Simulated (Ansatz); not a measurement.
Working through vertical spin-state energies of BFH4O2Si, SMILES BO[SiH](O)F

With the Ansatz DFT code, driven from Python.

The cells in order, each with its output:

In [1]:
```python
import ansatz as az

BASIS_SET = "def2-SVP"
XC = "cam_b3lyp"
```

In [2]:
```python
molecule = (
    az.Crystal.molecule()
    .atom("B", (-0.0498, 1.0033, 1.5033))
    .atom("O", (0.7237, -0.035, 0.9528))
    .atom("Si", (0.0164, -0.4154, -0.5943))
    .atom("O", (0.9052, -1.7989, -1.2116))
    .atom("F", (0.2767, 0.8653, -1.6638))
    .atom("H", (0.197, 2.191, 1.2907))
    .atom("H", (-1.0005, 0.8004, 2.182))
    .atom("H", (-1.3518, -0.6824, -0.4546))
    .atom("H", (0.3715, -1.9747, -2.0217))
)
```

In [3]:
```python
setup = (
    molecule.calculation()
    .basis(gaussian=BASIS_SET)
    .functional(XC)
)
found = {}
for unpaired in [0, 2]:
    report = setup.spin("collinear", total=unpaired).run().report
    s = unpaired / 2
    found[unpaired] = report["free_energy_ev"]
    print(f"2S+1 = {unpaired + 1}: E = {found[unpaired]:.5f} eV, <S^2> = {abs(report['mean_field']['state']['spin_squared']):.3f} (pure state {s * (s + 1):.2f})")
lowest = min(found, key=found.get)
for unpaired, e in found.items():
    print(f"multiplicity {unpaired + 1}: {(e - found[lowest]):.3f} eV above the lowest")
```
```text
2S+1 = 1: E = -15423.05202 eV, <S^2> = 0.000 (pure state 0.00)
2S+1 = 3: E = -15418.56519 eV, <S^2> = 2.007 (pure state 2.00)
multiplicity 1: 0.000 eV above the lowest
multiplicity 3: 4.487 eV above the lowest
```

In order: multiplicity 1 (+0.00 eV) and multiplicity 3 (+4.49 eV), all at the one geometry.

Notes:
- Total energies depend on the basis set; only differences at equal settings carry meaning.
- The geometry is a force-field or estimated start, not a minimum of this method, and the basis set is short of its limit. All parts are taken at fixed geometry, without zero-point energy.
- Run time: 10 s on 1 thread of Arm Neoverse V2, with other jobs on the host, peak memory 0.33 GiB.
